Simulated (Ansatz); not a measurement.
A nudged elastic band was laid between two geometries of a periodic cell of 17 atoms, LiSi₁₆ (host Si, host structure diamond, interstitial Li), cell charge +1.

Theory: Ansatz 0.2.0, DFT PBE, scalar-relativistic, plane waves, PAW. Settings: PAW set soft_1, cutoff 420 eV, k mesh 2x2x2, fermi-dirac smearing 0.05 eV, no spin polarisation.

| Item | Value |
| --- | --- |
| movable images | 3 |
| climbing image | yes |
| spring | 5.0 eV/Å² |
| optimiser | quadratic models (default) |
| start path | straight line |
| force threshold | 0.03 eV/Å |
| iteration limit | 80 |
| end points | relaxed |

First end point:

```xyz
17
Lattice="0.0000 5.4300 5.4300 5.4300 0.0000 5.4300 5.4300 5.4300 0.0000" Properties=species:S:1:pos:R:3
Si 0.004 0.004 -0.003
Si 1.336 1.336 1.331
Si 2.719 2.718 -0.024
Si 4.101 4.101 1.330
Si 2.718 -0.018 2.713
Si 4.101 1.336 4.095
Si 5.455 2.718 2.713
Si 6.782 4.084 4.079
Si -0.018 2.718 2.713
Si 1.336 4.100 4.095
Si 2.719 5.455 2.713
Si 4.085 6.782 4.079
Si 2.718 2.718 5.449
Si 4.085 4.084 6.777
Si 5.433 5.433 5.428
Si 6.782 6.782 6.776
Li 2.719 2.719 2.712
```

Last end point:

Only the atoms that move by more than 0.05 Å are listed.
```
Li17 1.354 4.070 1.359
```

Task: Which bonds break or form, and what moves?

Result: Contacts lost: Si5–Li17, Si6–Li17, Si7–Li17, Si13–Li17. Contacts made: Si8–Li17, Si14–Li17, Si15–Li17, Si16–Li17. The atom that moves furthest is Li17, by 2.35 Å; four of its nearest neighbours are Si4 2.39, Si6 2.39, Si10 2.39, Si2 2.39 Å at the first end and Si9 2.39, Si15 2.39, Si3 2.39, Si11 2.39 Å at the last.

Task: Give the energies along the band, and the barrier.

Result: The forces met the threshold. The highest image is number 2 of 0 to 4, 0.58 eV above the ends, which have the same energy within 2 meV. By the program's own check the climbing image is of a kind that is not told: the force calls were inconclusive, a negative curvature could not be distinguished from the path's own, the only one lies far off the path, or fixed occupations may fill a level only in part (lowest curvatures found: -2.16 and 0.89 eV/Å²). Limits of this set-up: a small cell, in which the defect meets its images, charged cell in a uniform background, uncorrected.

```tsv
image	path coordinate (Å)	energy (eV)	Si5–Li17 (Å)	Si6–Li17 (Å)	Si7–Li17 (Å)
0	0.00	0.00	2.74	2.39	2.74
1	0.63	0.26	3.06	2.75	3.06
2	1.26	0.58	3.52	3.36	3.52
3	1.89	0.26	4.03	4.03	4.03
4	2.52	0.00	4.50	4.70	4.50
```

Task: What is the geometry of the highest image?

Result: 
```xyz
17
Lattice="0.0000 5.4300 5.4300 5.4300 0.0000 5.4300 5.4300 5.4300 0.0000" Properties=species:S:1:pos:R:3
Si -0.105 0.106 -0.106
Si 1.302 1.292 1.301
Si 2.771 2.660 -0.067
Si 4.139 4.128 1.301
Si 2.682 -0.009 2.681
Si 3.979 1.452 3.978
Si 5.439 2.748 2.681
Si 6.821 4.040 4.063
Si -0.066 2.660 2.770
Si 1.302 4.128 4.138
Si 2.771 5.497 2.770
Si 4.178 6.682 4.177
Si 2.682 2.748 5.438
Si 4.064 4.040 6.820
Si 5.524 5.336 5.523
Si 6.821 6.797 6.820
Li 2.037 3.394 2.036
```

Time of the run: 3.7 min on 1 thread of Intel(R) Xeon(R) Platinum 8488C (Sapphire Rapids), with other jobs on the host, peak memory 0.79 GiB.
